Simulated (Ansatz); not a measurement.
# Fe: a single-point run

Aim: a sound single-point run of Fe. The structure is shown as the input types it.

Computed with Ansatz 0.2.0 (DFT, r2SCAN, all-electron LAPW, scalar-relativistic, unless a step's input says otherwise).

### 1 The starting structure

The structure is orthorhombic, space group Fmmm (No. 69). The conventional cell has a = 2.997 Å, b = 3.883 Å, c = 3.930 Å, α = 90.00°, β = 90.00°, γ = 90.00°. Around Fe (site symmetry mmm) lie 12 Fe at 2.45 to 2.76 Å.

As a file:

```cif
data_structure
_symmetry_space_group_name_H-M 'Fmmm'
_symmetry_Int_Tables_number 69
_cell_length_a 2.9969
_cell_length_b 3.8835
_cell_length_c 3.9302
_cell_angle_alpha 90.000
_cell_angle_beta 90.000
_cell_angle_gamma 90.000
_cell_volume 45.74
loop_
_atom_site_label
_atom_site_type_symbol
_atom_site_symmetry_multiplicity
_atom_site_Wyckoff_symbol
_atom_site_fract_x
_atom_site_fract_y
_atom_site_fract_z
_atom_site_occupancy
Fe1 Fe 4 a 0.00000 0.00000 0.00000 1
```

### 2 Input and run

Input file input.yaml:

```yaml
crystal:
  lattice:
    - [0.0, -1.9417396906, 1.9651051623]
    - [0.0, 1.9417396906, 1.9651051623]
    - [-2.9968794198, 0.0, 0.0]
  atoms:
    - { symbol: Fe, position: [0.0, 0.0, 0.0], spin: 3.0 }
    - { symbol: Fe, position: [0.5, 0.5, 0.5], spin: 3.0 }
magnetization:
  spin_polarized: true
kpoints:
  mp_grid: { grid: [9, 9, 9] }
scf:
  occupations: { method: fermi_dirac, width: 0.1 }
  lower_state_search: "off"
  max_iter: 1
hamiltonian:
  xc: r2scan
  pseudopotentials: { kind: all_electron, lapw: { basis_error: 0.001 } }
output:
  forces: true
  stress: true
  eigenvalues: true
  populations: true
```

Started as:

```sh
$ ansatz run input.yaml --threads 1 --pin off --max-ram 3072MiB --backend cpu --events-out ev --progress --plain --runs-dir out
```

**Question.** How will this run end, and is anything wrong with its input?

After 1 cycle the loop was ended unconverged. The density residual dr2 stood at 0.0294 eV (threshold 1.0e-7). The test that failed last is that of the onsite residual, at 0.476. Its last energy is not a result.

Look at the input: scf.max_iter is 1. The run was allowed too few self-consistency cycles to reach its threshold.

What to do: delete scf.max_iter (the default then holds).
